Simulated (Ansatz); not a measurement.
# BrCuF3P: basis-set convergence

The task here is to estimate one member of a computed series from the others.

The runs use Ansatz 0.2.0, Gaussian basis; one geometry, several basis sets.

Levels to be run: PBE0-D4/def2-SVP; ωB97M-V/def2-SVP; PBE0-D4/def2-QZVPP; ωB97M-V/def2-QZVPP; the functionals' def2-TZVPP values are taken from earlier runs.

**Structure used throughout**

An earlier PBE0-D4 in a triple-zeta def2 set relaxation fixed the geometry.

SMILES `F[P+](F)(F)[Cu-][Br]`, 6 atoms, charge 0, spin multiplicity 1.

Atoms are counted from 1 here; the program's logs count them from 0.

Bond lengths: F1–P2 1.546 Å, P2–F3 1.546 Å, P2–F4 1.546 Å, P2–Cu5 2.135 Å, Cu5–Br6 2.211 Å. Angles: F1–P2–F3 99.8°, F1–P2–F4 99.8°, F1–P2–Cu5 118.0°, F3–P2–F4 99.8°, F3–P2–Cu5 118.0°, F4–P2–Cu5 117.9°, P2–Cu5–Br6 179.9°.

Set-up of the first run:

Contents of in.yaml:

```yaml
crystal:
  periodic: [false, false, false]
  atoms:
    - {symbol: F, position_ang: [0.698378, -0.800004, 1.679156]}
    - {symbol: P, position_ang: [0.417684, -0.555361, 0.178593]}
    - {symbol: F, position_ang: [-0.039742, -1.972413, -0.237400]}
    - {symbol: F, position_ang: [1.864496, -0.575910, -0.366038]}
    - {symbol: Cu, position_ang: [-0.827334, 1.095783, -0.351686]}
    - {symbol: Br, position_ang: [-2.113482, 2.807894, -0.902635]}
basis:
  gaussian: {orbitals: def2-SVP}
hamiltonian: {xc: pbe0, dispersion: d4}
output: {orbitals: {seedname: orbitals}}
```

Started as:

```console
$ ansatz run in.yaml --threads 4 --pin off --events-out ev --progress --plain --max-ram 11315MiB
```

Among the steps run: PBE0-D4 in def2-SVP; ωB97M-V in def2-SVP; PBE0-D4 in def2-QZVPP; ωB97M-V in def2-QZVPP.

One table of the session follows, with a row left open; its other results are not shown here.

It belongs to the step «Density functionals: the series». 

```
functional       basis  HOMO (eV)
   PBE0-D4    def2-SVP      -7.04
   PBE0-D4  def2-TZVPP      -7.38
   PBE0-D4  def2-QZVPP      -7.42
   ωB97M-V    def2-SVP          ?
   ωB97M-V  def2-TZVPP      -9.54
   ωB97M-V  def2-QZVPP      -9.60
```

Estimate the missing values for ωB97M-V, def2-SVP.

As computed: HOMO (eV): -9.16. In the column «HOMO (eV)» it lies between ωB97M-V, def2-TZVPP (-9.54) and PBE0-D4, def2-QZVPP (-7.42).
